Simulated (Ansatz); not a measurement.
# Ta2PbO3: the cost of one run

Program: Ansatz 0.2.0. Level of theory: DFT PBE, scalar-relativistic, plane waves, PAW, unless a step names another level. These are calculated values, not measurements.

29 further runs of the same task are left out: 2 that didn't finish, 27 set aside as unsound or not needed.

**1. The formula and the candidates**

Pauling electronegativities: Ta 1.50, Pb 2.33, O 3.44 (spread 1.94). No set of common oxidation states balances it. Tabulated atomic sizes suggest about 15 Å³/atom. 33 candidates were drawn, by swapping species into database cells of other compounds, at random by space group and Wyckoff sites, or by hand, as the table says; time allowed 29 of them to run, and these are listed.

| name | made from | space group no. | Wyckoff sites | atoms (primitive cell) | V (Å³/atom) |
| --- | --- | --- | --- | --- | --- |
| c01 | built by hand: Sr2CuO3-type | 71 | Ta 4i; Pb 2a; O 2d, 4i | 6 | 14.6 |
| c03 | database cell of Zr2P3S | 99 | Ta 1b, 1a; Pb 1b; O 2c, 1a | 6 | 13.3 |
| c04 | database cell of V2O3F | 38 | Ta 2a, 2b; Pb 2b; O 2b, 4d | 6 | 15.2 |
| c05 | database cell of Ta3Co2Mo | 42 | Ta 8b; Pb 4a; O 4a, 8c | 6 | 15.4 |
| c07 | built by hand: ordered NbO-type | 123 | Ta 2e; Pb 1c; O 2f, 1b | 6 | 14.6 |
| c08 | database cell of ErB2Ir3 | 12 | Ta 4g; Pb 2a; O 4f, 2d | 6 | 14.6 |
| c09 | random | 156 | Ta 1c, 1c; Pb 1a; O 3d | 6 | 18.9 |
| c10 | random | 191 | Ta 2e; Pb 1b; O 3f | 6 | 14.8 |
| c11 | database cell of Tb2In3Cu | 156 | Ta 1b, 1b; Pb 1a; O 1c, 1c, 1a | 6 | 15.6 |
| c12 | random | 123 | Ta 2e; Pb 1a; O 2f, 1d | 6 | 17.5 |
| c13 | database cell of LaAl2Cu3 | 65 | Ta 4f; Pb 2a; O 4i, 2c | 6 | 15.3 |
| c14 | random | 166 | Ta 6c; Pb 3b; O 9e | 6 | 18.2 |
| c15 | database cell of MgFe2O3 | 139 | Ta 4e; Pb 2a; O 2b, 4e | 6 | 13.1 |
| c16 | random | 166 | Ta 6c; Pb 3a; O 9e | 6 | 16.2 |
| c17 | random | 187 | Ta 1b, 1c; Pb 1a; O 2g, 1d | 6 | 17.7 |
| c18 | built by hand: Li2MnO3-type | 12 | Ta 2c, 4h, 2b; Pb 4g; O 8j, 4i | 12 | 14.6 |
| c19 | database cell of Dy2AlCo3 | 166 | Ta 6c; Pb 3a; O 9d | 6 | 14.8 |
| c20 | random | 99 | Ta 2c; Pb 1b; O 2c, 1a | 6 | 15.8 |
| c21 | database cell of Li3PrSb2 | 164 | Ta 2d; Pb 1a; O 2d, 1b | 6 | 16.8 |
| c23 | random | 191 | Ta 2c; Pb 1a; O 3f | 6 | 15.2 |
| c24 | database cell of HoB2Ir3 | 191 | Ta 2d; Pb 1b; O 3f | 6 | 14.8 |
| c25 | random | 191 | Ta 2d; Pb 1a; O 3g | 6 | 16.1 |
| c26 | random | 156 | Ta 1b, 1c; Pb 1b; O 3d | 6 | 14.8 |
| c27 | database cell of DySi2Rh3 | 191 | Ta 2c; Pb 1a; O 3g | 6 | 14.6 |
| c28 | database cell of Li2HfO3 | 12 | Ta 4i; Pb 2a; O 4i, 2b | 6 | 14.3 |
| c29 | random | 99 | Ta 2c; Pb 1b; O 1b, 2c | 6 | 18.5 |
| c30 | random | 123 | Ta 2f; Pb 1c; O 2h, 1b | 6 | 17.1 |
| c31 | random | 139 | Ta 4d; Pb 2b; O 4c, 2a | 6 | 17.5 |
| c33 | built by hand: layered Pb-intercalated Ta2O3 slabs | 164 | Ta 2d; Pb 1a; O 2d, 1b | 6 | 14.6 |

**2. Screening run of c17**

The input, input.yaml:

```yaml
crystal:
  lattice:
    - [4.01572121, 0.0, 0.0]
    - [-2.0078606, 3.47771658, 0.0]
    - [0.0, 0.0, 7.61058591]
  atoms:
    - { symbol: Ta, position: [0.33333333, 0.66666667, 0.5] }
    - { symbol: Ta, position: [0.66666667, 0.33333333, 0.0] }
    - { symbol: Pb, position: [0.33333333, 0.66666667, 0.0] }
    - { symbol: O, position: [0.33333333, 0.66666667, 0.24561592] }
    - { symbol: O, position: [0.33333333, 0.66666667, 0.75438408] }
    - { symbol: O, position: [0.66666667, 0.33333333, 0.5] }
basis:
  ecutwfc: 420
kpoints:
  mp_grid: { grid: [5, 5, 2] }
hamiltonian:
  xc: pbe
scf:
  occupations: { method: gaussian, width: 0.2 }
  lower_state_search: "off"
output:
  forces: true
  stress: true
  eigenvalues: true
relax:
  adjacent_minimum: "off"
  f_tol: 0.08
  max_steps: 16
  cell: { stress_tol: 0.8 }
```

Started as:

```sh
$ ansatz run input.yaml --threads 1 --pin off --max-ram 2560MiB --backend cpu --events-out ev --progress --plain --runs-dir out
```

Q: Estimate wall time and peak memory on 1 thread of AMD EPYC 9R45 (Zen 5), shared host.

About 13 s, with a peak of 0.43 GiB.
